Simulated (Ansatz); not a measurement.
# Cs2Be: the cost of one run

Program: Ansatz 0.2.0. Level of theory: DFT PBE, scalar-relativistic, plane waves, PAW. These are calculated values, not measurements.

## 1. The structure to begin with

The structure is tetragonal, space group I4_1/amd (No. 141). Conventional cell: a = 6.791 Å, b = 6.791 Å, c = 9.584 Å, α = 90.00°, β = 90.00°, γ = 90.00°. Around Cs (site symmetry 2/m) lie 6 Cs at 3.39 to 3.40 Å and 6 Be at 3.97 to 3.98 Å. Around Be (site symmetry -4m2) lie 12 Cs at 3.97 to 3.98 Å and 4 Be at 4.16 Å.

Coordinates:

```cif
data_structure
_symmetry_space_group_name_H-M 'P 1'
_symmetry_Int_Tables_number 1
_cell_length_a 6.7837
_cell_length_b 6.7837
_cell_length_c 6.7837
_cell_angle_alpha 119.930
_cell_angle_beta 119.930
_cell_angle_gamma 90.120
_cell_volume 220.97
loop_
_atom_site_label
_atom_site_type_symbol
_atom_site_fract_x
_atom_site_fract_y
_atom_site_fract_z
_atom_site_occupancy
Cs1 Cs 0.37500 0.62500 0.75000 1
Cs2 Cs 0.37500 0.12500 0.75000 1
Cs3 Cs 0.87500 0.62500 0.25000 1
Cs4 Cs 0.37500 0.62500 0.25000 1
Be1 Be 0.75000 0.25000 0.50000 1
Be2 Be 0.00000 0.00000 0.00000 1
```

Recipe of the guess: species swapped into a database cell of NdCo2 (I4_1/amd, No. 141), with Be on the Nd sites and Cs on the Co sites. Lengths come from tabulated atomic sizes and are only a guess.

## 2. Probe: one point on a coarse mesh

The input, input.yaml:

```yaml
crystal:
  lattice:
    - [-3.39541193, 3.39541193, 4.79175231]
    - [3.39541193, -3.39541193, 4.79175231]
    - [3.39541193, 3.39541193, -4.79175231]
  atoms:
    - { symbol: Cs, position: [0.375, 0.625, 0.75] }
    - { symbol: Cs, position: [0.375, 0.125, 0.75] }
    - { symbol: Cs, position: [0.875, 0.625, 0.25] }
    - { symbol: Cs, position: [0.375, 0.625, 0.25] }
    - { symbol: Be, position: [0.75, 0.25, 0.5] }
    - { symbol: Be, position: [0.0, 0.0, 0.0] }
basis:
  ecutwfc: 420
kpoints:
  mp_grid: { grid: [4, 4, 4] }
hamiltonian:
  xc: pbe
scf:
  occupations: { method: gaussian, width: 0.1 }
  lower_state_search: "off"
output:
  forces: true
  stress: true
  eigenvalues: true
```

The run is started by

```sh
ansatz run input.yaml --threads 1 --pin off --max-ram 2560MiB --backend cpu --events-out ev --progress --plain --runs-dir out
```

Q: Estimate wall time and peak memory on 1 thread of AMD EPYC 9R14 (Zen 4), shared host.

About 3 s, with a peak of 0.48 GiB.
